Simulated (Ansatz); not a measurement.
From input file to script: ZrSc, space group P-6m2 in Ansatz 0.2.0.

```yaml
crystal:
  lattice:
    - [3.282846, 0.0, 0.0]
    - [-1.641423, 2.843028, 0.0]
    - [0.0, 0.0, 5.155005]
  atoms:
    - { symbol: Zr, position: [0.6666666666667, 0.3333333333333, 0.0] }
    - { symbol: Sc, position: [0.0, 0.0, 0.5] }
basis:
  ecutwfc: 326.5366349519
kpoints:
  mp_grid: { grid: [5, 5, 3], shift: [0.5, 0.5, 0.5] }
hamiltonian:
  xc: lda
scf:
  lower_state_search: "off"
  mixing: { algorithm: msr1, preconditioner: kerker }
  occupations: { method: fermi_dirac, width: 0.2 }
relax:
  f_tol: 0.001
  max_steps: 100
  cell: {}
```

The program run on that file:
```console
$ ansatz run input.yaml --threads 1 --pin off --max-ram 3072MiB --backend cpu --events-out ev --progress --plain --runs-dir out
Warning: basis.ecutwfc = 326.5366349519 eV is below the records' recommended 420 eV, and the density's cutoff is lower with it unless basis.ecutrho_ratio is high enough to keep the records' density cutoff: compare with a run at a higher cutoff
Warning: crystal.symmetry: narrowed to the stabiliser of the k-point mesh — unitary ops 12 → 4; excluded 8 operations that carry a point of the 5×5×3 mesh (shift [0.5, 0.5, 0.5]) off the mesh (the run samples exactly the mesh kpoints.mp_grid names, as under crystal.symmetry.detect: false, and its converged state has the mesh's symmetry, not the crystal's; ε∞, the Born charges and the force [...]
band count auto-derived: 17 (N_el = 23.0; filled up to band 12; 16 by the electrons, moments and atoms)
Engine: ansatz 0.2.0, aarch64-unknown-linux-gnu
Pseudopotentials: kind: paw
Pseudopotential: Zr, paw, valence charge 12, recommended cutoff 420 eV (normal), Zr.paw.azcp
Pseudopotential: Sc, paw, valence charge 11, recommended cutoff 420 eV (normal), Sc.paw.azcp
Functional definition: SPW92
  exchange = slater_x
  correlation = pw_c
Crystal: 2 atoms, lattice volume = 48.113 Å³
Basis set: ecut = 326.5366349519 eV, 627 PW (Γ)
Bands: 17, of which v1, the nominal top of the filled ones, is band 12 counted from 1 (11 counted from 0)
Symmetry: 4 space group operations
k-points: 18 of 75 (time reversal used)
Non-local potential: Zr, projectors of the file, l = 0: 3, l = 1: 2, l = 2: 2, l = 3: 2
Non-local potential: Sc, projectors of the file, l = 0: 3, l = 1: 2, l = 2: 3, l = 3: 1
PAW form: soft (Blöchl's): semilocal exchange-correlation on the pseudo side does not see the compensation charge
PAW frozen core: Zr, regenerated for the run's functional, and the local potential with it (the file was generated under x = pbe(κ = 0.804, μ = 0.2195149727645171), c = pbe(β = 0.06672455060314922))
PAW frozen core: Sc, regenerated for the run's functional, and the local potential with it (the file was generated under x = pbe(κ = 0.804, μ = 0.2195149727645171), c = pbe(β = 0.06672455060314922))
PAW one-centre angular grid: Zr, 590 points (default); XC on 64 Gauss nodes
PAW one-centre angular grid: Sc, 590 points (default); XC on 64 Gauss nodes
Initial density: superposition of atomic densities (neutral atoms: chi_scale 0, normalization atom), corrected by the library's trained network
Initial wavefunctions: pseudopotential atomic-orbital guess
Functional: x = slater, c = lda
SCF iter   1: F=—  HF=-6166.564503 eV  |F-HF|=—  |Δ(HF+E_count)|=         —  Δρ=4.70e-3  dr2=5.06e-3  ethr=1.77e-3  ⟨swp⟩=4.0  Hψ=1193  notcnv=0
SCF iter   2: F=—  HF=-6166.563262 eV  |F-HF|=—  |Δ(HF+E_count)|=   1.24e-3  Δρ=2.74e-3  dr2=1.89e-3  ethr=2.20e-5  ⟨swp⟩=1.0  Hψ=450  notcnv=0
SCF iter   3: F=—  HF=-6166.563232 eV  |F-HF|=—  |Δ(HF+E_count)|=   3.06e-5  Δρ=3.79e-4  dr2=4.12e-5  ethr=8.22e-6  ⟨swp⟩=2.4  Hψ=511  notcnv=0
SCF iter   4: F=—  HF=-6166.563230 eV  |F-HF|=—  |Δ(HF+E_count)|=   1.92e-6  Δρ=8.48e-5  dr2=3.82e-6  ethr=1.79e-7  ⟨swp⟩=1.4  Hψ=379  notcnv=0
SCF iter   5: F=—  HF=-6166.563230 eV  |F-HF|=—  |Δ(HF+E_count)|=   1.97e-7  Δρ=4.08e-5  dr2=2.18e-6  ethr=1.66e-8  ⟨swp⟩=2.4  Hψ=464  notcnv=0
SCF iter   6: F=-6166.563229 eV  HF=-6166.563229 eV  |F-HF|=1.97e-8  |Δ(HF+E_count)|=   2.14e-7  Δρ=1.19e-5  dr2=5.29e-8  ethr=4.35e-10  ⟨swp⟩=2.4  Hψ=930  notcnv=0
SCF 1 converged in 6 iterations: F = -6166.563229 eV  dr2 = 5.29e-8
  greatest PAW one-centre occupation: 1.000 electrons in one spin orbital (limit 2), on the Zr atom at site 0 (counted from 0), in its partial waves of l = 0
relax step   1: F+E_penalty+E_count = -6166.56322928 eV  Δ(F+E_penalty+E_count) = +0.000e0 eV  max|allowed force component| = 2.086e-2 eV/Å  Δτ_max = 0.0000 Å  P = -5.943 GPa  Ω = 48.113 Å³  (6 SCF iters, dr2 threshold 1.00e-7 eV, accepted)
Crystal: 2 atoms, lattice volume = 42.356 Å³
Basis set: ecut = 326.5366349519 eV, 573 PW (Γ)
Initial density: handed on by an earlier stage of this run
Initial wavefunctions: those handed on with the density
iter 1 solved again at ethr=1.75e-5 eV; its pass at ethr=3.10e-3 eV (dr2=4.02e-3 eV) is discarded
SCF iter   1: F=—  HF=-6166.638968 eV  |F-HF|=—  |Δ(HF+E_count)|=         —  Δρ=2.28e-3  dr2=4.06e-3  ethr=1.75e-5  ⟨swp⟩=1.4  Hψ=2058  notcnv=0
SCF iter   2: F=—  HF=-6166.638976 eV  |F-HF|=—  |Δ(HF+E_count)|=   7.90e-6  Δρ=1.31e-3  dr2=4.44e-4  ethr=1.75e-5  ⟨swp⟩=1.7  Hψ=323  notcnv=0
SCF iter   3: F=—  HF=-6166.639088 eV  |F-HF|=—  |Δ(HF+E_count)|=   1.13e-4  Δρ=5.84e-4  dr2=1.54e-4  ethr=1.93e-6  ⟨swp⟩=2.5  Hψ=509  notcnv=0
SCF iter   4: F=—  HF=-6166.639098 eV  |F-HF|=—  |Δ(HF+E_count)|=   9.82e-6  Δρ=9.74e-5  dr2=4.06e-6  ethr=6.68e-7  ⟨swp⟩=2.1  Hψ=369  notcnv=0
SCF iter   5: F=—  HF=-6166.639098 eV  |F-HF|=—  |Δ(HF+E_count)|=   9.40e-8  Δρ=1.99e-5  dr2=2.99e-7  ethr=1.76e-8  ⟨swp⟩=2.0  Hψ=354  notcnv=0
SCF iter   6: F=-6166.639098 eV  HF=-6166.639098 eV  |F-HF|=5.83e-9  |Δ(HF+E_count)|=   3.45e-8  Δρ=4.05e-6  dr2=8.09e-9  ethr=8.70e-10  ⟨swp⟩=3.1  Hψ=816  notcnv=0
SCF 2 converged in 6 iterations: F = -6166.639098 eV  dr2 = 8.09e-9
  greatest PAW one-centre occupation: 0.999 electrons in one spin orbital (limit 2), on the Zr atom at site 0 (counted from 0), in its partial waves of l = 0
relax step   2: F+E_penalty+E_count = -6166.63909791 eV  Δ(F+E_penalty+E_count) = -7.587e-2 eV  max|allowed force component| = 1.595e-2 eV/Å  Δτ_max = 0.0104 Å  P = +3.981 GPa  Ω = 42.356 Å³  energy of the carried Pulay correction = +2.182e-2 eV  (6 SCF iters, dr2 threshold 2.00e-7 eV, accepted)
Crystal: 2 atoms, lattice volume = 44.441 Å³
Basis set: ecut = 326.5366349519 eV, 603 PW (Γ)
iter 1 solved again at ethr=1.53e-6 eV; its pass at ethr=3.10e-3 eV (dr2=3.51e-4 eV) is discarded
SCF iter   1: F=—  HF=-6166.654948 eV  |F-HF|=—  |Δ(HF+E_count)|=         —  Δρ=8.18e-4  dr2=4.01e-4  ethr=1.53e-6  ⟨swp⟩=2.3  Hψ=1946  notcnv=0
SCF iter   2: F=—  HF=-6166.654976 eV  |F-HF|=—  |Δ(HF+E_count)|=   2.84e-5  Δρ=4.92e-4  dr2=7.82e-5  ethr=1.53e-6  ⟨swp⟩=1.6  Hψ=319  notcnv=0
SCF iter   3: F=—  HF=-6166.654997 eV  |F-HF|=—  |Δ(HF+E_count)|=   2.10e-5  Δρ=1.95e-4  dr2=4.37e-5  ethr=3.40e-7  ⟨swp⟩=3.0  Hψ=569  notcnv=0
SCF iter   4: F=—  HF=-6166.654994 eV  |F-HF|=—  |Δ(HF+E_count)|=   3.27e-6  Δρ=4.34e-5  dr2=9.97e-7  ethr=1.90e-7  ⟨swp⟩=1.5  Hψ=317  notcnv=0
SCF iter   5: F=-6166.654994 eV  HF=-6166.654994 eV  |F-HF|=1.81e-8  |Δ(HF+E_count)|=   4.74e-8  Δρ=7.36e-6  dr2=3.56e-8  ethr=8.70e-10  ⟨swp⟩=4.0  Hψ=990  notcnv=0
SCF 3 converged in 5 iterations: F = -6166.654994 eV  dr2 = 3.56e-8
relax step   3: F+E_penalty+E_count = -6166.65499381 eV  Δ(F+E_penalty+E_count) = -1.590e-2 eV  max|allowed force component| = 9.826e-3 eV/Å  Δτ_max = 0.0039 Å  P = -0.209 GPa  Ω = 44.441 Å³  energy of the carried Pulay correction = +1.360e-2 eV  (5 SCF iters, dr2 threshold 2.00e-7 eV, accepted)
Crystal: 2 atoms, lattice volume = 44.326 Å³
Basis set: ecut = 326.5366349519 eV, 599 PW (Γ)
iter 1 solved again at ethr=1.02e-7 eV; its pass at ethr=3.10e-3 eV (dr2=2.34e-5 eV) is discarded
[... 25 lines left out ...]
relax step   6: F+E_penalty+E_count = -6166.64656152 eV  Δ(F+E_penalty+E_count) = +9.453e-3 eV  max|allowed force component| = 1.054e-3 eV/Å  Δτ_max = 0.0000 Å  P = -0.334 GPa  Ω = 44.302 Å³  stress off target by 4.04e-1 GPa  SCF on the basis re-selected at this cell (its energy is not comparable with the rows above)  (7 SCF iters)
basis re-selected at this cell: Δ(F+E_penalty+E_count) = +9.453e-3 eV, ΔP = -0.352 GPa vs the last step (what re-selecting the basis moved, of the pressure what is left beyond the Pulay correction that the steps carried, after the strain that the cell walked since its last selection, with what the two solves' SCF thresholds leave and, on support functions, [...]
Crystal: 2 atoms, lattice volume = 44.132 Å³
iter 1 solved again at ethr=4.97e-8 eV; its pass at ethr=3.10e-3 eV (dr2=1.14e-5 eV) is discarded
SCF iter   1: F=—  HF=-6166.647441 eV  |F-HF|=—  |Δ(HF+E_count)|=         —  Δρ=1.29e-4  dr2=1.24e-5  ethr=4.97e-8  ⟨swp⟩=2.2  Hψ=1804  notcnv=0
SCF iter   2: F=—  HF=-6166.647440 eV  |F-HF|=—  |Δ(HF+E_count)|=   1.12e-6  Δρ=7.28e-5  dr2=1.83e-6  ethr=4.97e-8  ⟨swp⟩=1.6  Hψ=319  notcnv=0
SCF iter   3: F=—  HF=-6166.647440 eV  |F-HF|=—  |Δ(HF+E_count)|=   1.95e-7  Δρ=3.35e-5  dr2=6.57e-7  ethr=7.97e-9  ⟨swp⟩=2.2  Hψ=489  notcnv=0
SCF iter   4: F=-6166.647440 eV  HF=-6166.647440 eV  |F-HF|=2.78e-9  |Δ(HF+E_count)|=   1.07e-7  Δρ=5.12e-6  dr2=1.13e-8  ethr=8.70e-10  ⟨swp⟩=2.4  Hψ=982  notcnv=0
SCF 7 converged in 4 iterations: F = -6166.647440 eV  dr2 = 1.13e-8
relax step   7: F+E_penalty+E_count = -6166.64743969 eV  Δ(F+E_penalty+E_count) = -8.782e-4 eV  max|allowed force component| = 4.587e-4 eV/Å  Δτ_max = 0.0017 Å  P = -0.025 GPa  Ω = 44.132 Å³  energy of the carried Pulay correction = +6.669e-4 eV  (4 SCF iters, dr2 threshold 2.00e-7 eV, accepted)
iter 1 solved again at ethr=8.00e-8 eV; its pass at ethr=3.10e-3 eV (dr2=1.84e-5 eV) is discarded
SCF iter   1: F=—  HF=-6166.646701 eV  |F-HF|=—  |Δ(HF+E_count)|=         —  Δρ=3.72e-5  dr2=1.20e-7  ethr=8.00e-8  ⟨swp⟩=2.9  Hψ=2019  notcnv=0
SCF iter   2: F=—  HF=-6166.646704 eV  |F-HF|=—  |Δ(HF+E_count)|=   2.86e-6  Δρ=1.89e-5  dr2=4.84e-8  ethr=5.22e-10  ⟨swp⟩=2.1  Hψ=507  notcnv=0
SCF iter   3: F=—  HF=-6166.646704 eV  |F-HF|=—  |Δ(HF+E_count)|=   3.49e-9  Δρ=6.16e-6  dr2=7.82e-9  ethr=2.11e-10  ⟨swp⟩=2.1  Hψ=452  notcnv=0
SCF iter   4: F=—  HF=-6166.646704 eV  |F-HF|=—  |Δ(HF+E_count)|=  9.00e-11  Δρ=1.04e-6  dr2=5.55e-10  ethr=3.40e-11  ⟨swp⟩=1.0  Hψ=306  notcnv=0
SCF iter   5: F=—  HF=-6166.646704 eV  |F-HF|=—  |Δ(HF+E_count)|=  7.73e-11  Δρ=1.91e-7  dr2=2.10e-11  ethr=2.41e-12  ⟨swp⟩=2.1  Hψ=364  notcnv=0
SCF iter   6: F=-6166.646704 eV  HF=-6166.646704 eV  |F-HF|=9.09e-13  |Δ(HF+E_count)|=  2.73e-12  Δρ=2.76e-8  dr2=2.75e-13  ethr=1.00e-12  ⟨swp⟩=4.0  Hψ=1055  notcnv=0
SCF 8 converged in 6 iterations: F = -6166.646704 eV  dr2 = 2.75e-13
relax step   8: F+E_penalty+E_count = -6166.64670356 eV  Δ(F+E_penalty+E_count) = +7.361e-4 eV  max|allowed force component| = 3.755e-4 eV/Å  Δτ_max = 0.0000 Å  P = -0.040 GPa  Ω = 44.132 Å³  stress off target by 4.58e-2 GPa  SCF on the basis re-selected at this cell (its energy is not comparable with the rows above)  (6 SCF iters)
basis re-selected at this cell: Δ(F+E_penalty+E_count) = +7.361e-4 eV, ΔP = -0.015 GPa vs the last step (what re-selecting the basis moved, of the pressure what is left beyond the Pulay correction that the steps carried, after the strain that the cell walked since its last selection, with what the two solves' SCF thresholds leave and, on support functions, [...]
SCF converged after 6 iterations
Free energy (F): -6166.646704 eV
Harris-Foulkes:  -6166.646704 eV  (|F-HF|=9.09e-13)
Internal energy: -6166.285346 eV  (E = F + TS)
E sigma→0 (E₀):  -6166.466025 eV
Entropy (-TS):   -0.361358 eV (-180.679 meV/atom)
Fermi energy:    12.375676 eV
--- Per-component energies (eV) ---
  E_band       = -242.504748
  E_kinetic    = 596.209958
  E_local      = -1409.614273  (includes V_loc(G=0)·N_el)
  E_nonlocal   = 172.771845
  E_hartree    = 459.710343
  E_xc         = -263.881850
  E_vxc        = -319.551277  (∫ρ·V_xc dr)
  E_paw        = -3759.849807  (= ΣΔE_a)
  E_vpaw       = -201.741788  (= ΣTr[D̂ρ^β])
  E_aug_tail   = 0.000106  (compensation charges beyond the density's cutoff)
  E_ewald      = -1962.306991
  E_core_change = 0.675324  (= ΣΔE_core)
  E_smearing   = -0.361358  (= −TS)
  E_closure    = 0.000000  (closes the sum)
  Σ components = -6166.646704   (vs F -6166.646704, Δ=0.00e0)
--- Forces (eV/Å), atoms counted from 1 ---
  atom   1  Zr    -0.00037648     0.00021736     0.00000000
  atom   2  Sc     0.00037460    -0.00021627    -0.00000000
  max |Σ_I F_I| component: 1.89e-6 eV/Å
--- Stress (GPa, compression-positive) ---
       -0.034893      -0.003650      -0.000000
       -0.003650      -0.039107       0.000000
       -0.000000       0.000000      -0.045822
  P = ⅓ Tr σ = -0.0399 GPa (-0.399 kbar)
--- Relaxed structure (6 steps of the walk, 6 accepted, 2 SCFs on fresh bases) ---
  F+E_penalty+E_count = -6166.64670356 eV   max|allowed force component| = 3.755e-4 eV/Å   (the final SCF, on the basis selected at the relaxed cell)
  cell:  # Å, volume = 44.1323 Å³
    - [3.1523325124129737, 0.017108711508258274, 0.0]
    - [-1.561349677414316, 2.738554392679389, 0.0]
    - [0.0, 0.0, 5.096380983305388]
  atoms:
    - { symbol: Zr, position: [0.6624647166510735, 0.3375352833489264, 0.0] }
    - { symbol: Sc, position: [0.004201950015626451, -0.004201950015626452, 0.49999999999999994] }
```

`run_vcrelax.py`:
```python
"""Cell relaxation of ZrSc."""

from dataclasses import dataclass

import ansatz as az
from ase.data import atomic_numbers
import numpy as np
from pymatgen.core import Lattice, Structure
from pymatgen.io.ase import AseAtomsAdaptor
import spglib


@dataclass(frozen=True)
class Settings:
    kmesh: tuple[int, ...] = (5, 5, 3)
    functional: str = "lda"
    sigma: float = 0.2
    fmax: float = 0.001


cfg = Settings()

def edges_and_angles(cell):
    cell = np.asarray(cell)
    a, b, c = np.linalg.norm(cell, axis=1)
    cosines = cell[1] @ cell[2] / (b * c), cell[0] @ cell[2] / (a * c), cell[0] @ cell[1] / (a * b)
    return (a, b, c, *np.degrees(np.arccos(cosines)))

pmg_structure = Structure(
    Lattice([[3.282846, 0.0, 0.0], [-1.641423, 2.843028, 0.0], [0.0, 0.0, 5.155005]]),
    ["Zr", "Sc"],
    [
        [2 / 3, 1 / 3, 0.0],
        [0.0, 0.0, 0.5],
    ],
)
cell = az.Crystal.from_ase(AseAtomsAdaptor.get_atoms(pmg_structure))

# every cell quantity that the symmetry leaves free
calc = cell.calculation()
calc = calc.scf(lower_state_search="off").basis(12 * az.Ha)
calc = calc.mixing("msr1", preconditioner="kerker").kpoints(*cfg.kmesh, shift=0.5)
calc = calc.functional(cfg.functional).occupations(az.OccupationsMethod.FERMI_DIRAC, width=cfg.sigma)
calc = calc.relax(force_tolerance=cfg.fmax, max_steps=100, cell=True)
steps = []


def collect(event):
    if event["event"] == "relax_step":
        steps.append(event["data"])


res = calc.session().plan().execute(on_event=collect)
report = res.report
for s in steps:
    flag = "" if s["accepted"] else "  (rejected)"
    print("step %2d  E = %.5f eV  largest force component = %.4f eV/A%s" % (s["step"], s["lagrangian_ev"], s["allowed_force_max_ev_ang"], flag))

first, last = steps[0], steps[-1]
symbols = [site.symbol for site in res.lattice.sites]
print(f"energy gained {first['lagrangian_ev'] - last['lagrangian_ev']:.4f} eV in {len(steps) - 1} steps")
for label, vectors in (("before", first["cell_ang"]), ("after", res.lattice.cell_ang)):
    print(label, "a b c (A) {:.4f} {:.4f} {:.4f}  angles {:.2f} {:.2f} {:.2f}".format(*edges_and_angles(vectors)), f" V = {abs(np.linalg.det(vectors)):.3f} A^3")
print("final stress xx yy zz (GPa, compression positive):", np.round(np.diag(report["stress_gpa"]), 3) + 0.0)

print("relaxed fractional positions")
for site in res.lattice.sites:
    print(f"  {site.symbol:2s}", " ".join(f"{v % 1:8.5f}" for v in np.round(site.position_frac, 5)))

fractions = [site.position_frac for site in res.lattice.sites]
numbers = [atomic_numbers[s] for s in symbols]
for tolerance in (1e-3, 1e-2, 1e-1):
    print(f"space group at {tolerance} A:", spglib.get_spacegroup((res.lattice.cell_ang, fractions, numbers), symprec=tolerance))

energy = report["free_energy_ev"]
print("ZrSc: {:.6f} eV = {:.6f} Ry = {:.6f} Ha".format(energy, energy / 13.605693, energy / 27.211386))
print("Fermi level {:.4f} eV, {} k-points, {} symmetry operations".format(report["fermi_energy_ev"], report["n_kpoints"], report["n_symmetry_ops"]))
```

```console
$ python run_vcrelax.py
DeckWarning: basis.ecutwfc = 326.536634951856 eV is below the records' recommended 420 eV, and the density's cutoff is lower with it unless basis.ecutrho_ratio is high enough to keep the records' density cutoff: compare with a run at a higher cutoff
DeckWarning: crystal.symmetry: narrowed to the stabiliser of the k-point mesh — unitary ops 12 → 4; excluded 8 operations that carry a point of the 5×5×3 mesh (shift [0.5, 0.5, 0.5]) off the mesh [...]
step  1  E = -6166.56323 eV  largest force component = 0.0209 eV/A
step  2  E = -6166.63910 eV  largest force component = 0.0159 eV/A
step  3  E = -6166.65499 eV  largest force component = 0.0098 eV/A
step  4  E = -6166.65583 eV  largest force component = 0.0057 eV/A
step  5  E = -6166.65601 eV  largest force component = 0.0007 eV/A
step  6  E = -6166.64656 eV  largest force component = 0.0011 eV/A
step  7  E = -6166.64744 eV  largest force component = 0.0005 eV/A
step  8  E = -6166.64670 eV  largest force component = 0.0004 eV/A
energy gained 0.0835 eV in 7 steps
before a b c (A) 3.2828 3.2828 5.1550  angles 90.00 90.00 120.00  V = 48.113 A^3
after a b c (A) 3.1524 3.1524 5.0964  angles 90.00 90.00 119.38  V = 44.132 A^3
final stress xx yy zz (GPa, compression positive): [-0.035 -0.039 -0.046]
relaxed fractional positions
  Zr  0.66246  0.33754  0.00000
  Sc  0.00420  0.99580  0.50000
space group at 0.001 A: Amm2 (38)
space group at 0.01 A: Amm2 (38)
space group at 0.1 A: P-6m2 (187)
ZrSc: -6166.646704 eV = -453.240177 Ry = -226.620089 Ha
Fermi level 12.3757 eV, 18 k-points, 4 symmetry operations
```
(Warnings from the package without file and line, shortened.)

Caveats:
- The settings weren't tested for convergence.
- The cutoff lies under the one recommended for these potentials.
- Under the recommended cutoff a pressure can be off by several GPa, even in sign.
- For a metal this k-point mesh is coarse: on a finer one energies can move by several to tens of meV an atom and pressures by half a GPa or more, differences at one mesh by less.
- The zero of the levels is a convention of the potentials, so an absolute Fermi energy is no work function.
- Energies along a relaxation are free energies. Rows at an unchanged volume are solved on a plane-wave basis chosen afresh for that cell, so the energy jumps there and such rows are no steps of the walk.
- The smearing is wide enough that free energy and stress hold a thermal part of the electrons.
- The cell relaxed to the group Amm2; tensors and edges are in the axes of the typed cell.
- This cell is a computed structure, which may not be the phase found in nature.
- Run time: 8.5 s on 1 thread of Arm Neoverse V1, on a shared host, peak memory 0.43 GiB.

(A comment or docstring line of the script was reworded after the run, the code is as it ran; lines on the test bed's own set-up are left out of the output.)
